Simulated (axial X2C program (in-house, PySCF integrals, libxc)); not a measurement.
**Linear ClTaCl at several levels**

An exercise on one series of results from a longer session: the logs are not shown, and one member is left open.

Computed with an in-house X2C program for linear molecules on PySCF integrals. Level: all-electron X2C, two-component (2c) or spin-free, Cl dyall-av3z, Ta dyall-v3z.

All values are calculated.

2 further runs of the same task are left out: 2 set aside as unsound or not needed.

Set-up of the first run:

task.json

```json
{"zs": [17, 73, 17], "q": 0, "bas": ["dyall-av3z", "dyall-v3z", "dyall-av3z"], "r0": [2.45, 2.45], "symm": 1, "scan": ["PBE0", "HF", "r2SCAN"], "levels": ["PBE0", "HF", "LDA"], "nst": 2}
```

Keys: zs atomic numbers; q charge; bas basis sets; r0 starting distance in Å; symm equal bonds; scan levels of the two-bond scan (MP2 follows by itself at each HF point); levels methods; nst determinants followed.

Started as:

```console
python solin.py task.json out
```

Masses Cl 34.969, Ta 180.948, Cl 34.969 u.

Steps of the session up to this table: Scan at PBE0, 2c; Scan at HF, 2c; Scan at r2SCAN, 2c.

One table of the session follows, with a row left open; its other results are not shown here.

| level | r(Cl–Ta) (Å) | r(Ta–Cl) (Å) | lower stretch (cm⁻¹) | upper stretch (cm⁻¹) |
| --- | --- | --- | --- | --- |
| PBE0, 2c | 2.283 | 2.283 | 376.4 | 394.5 |
| HF, 2c | 2.335 | 2.335 | 364.6 | 378.4 |
| r2SCAN, 2c | 2.285 | 2.285 | 375.9 | 394.0 |
| MP2, 2c | 2.280 | 2.280 | 383.7 | 403.9 |
| PBE0, spin-free | 2.283 | 2.283 | 377.1 | 394.8 |
| HF, spin-free | 2.335 | 2.335 | 365.4 | 378.7 |
| r2SCAN, spin-free | ? | ? | ? | ? |
| MP2, spin-free | 2.279 | 2.279 | 384.6 | 404.1 |

Q: Estimate the row for r2SCAN, spin-free from the others.

As computed: r(Cl–Ta) (Å): 2.285; r(Ta–Cl) (Å): 2.285; lower stretch (cm⁻¹): 376.3; upper stretch (cm⁻¹): 394.2.

Scans not shown above were run alike.

In words: Over the levels the Cl–Ta bond spans 2.279 to 2.335 Å and the Ta–Cl bond 2.279 to 2.335 Å. At PBE0 spin–orbit coupling leaves both bonds unchanged to 0.001 Å. Each state is one determinant, the lowest of a limited PBE0 search; the stretches come from a fit to few points and are good to some per cent at best. MP2 freezes inner shells (threshold -2 hartree). The molecule was held linear; bending was not examined, so a bent shape may lie lower. Note: several unpaired electrons, one determinant need not be a pure state.
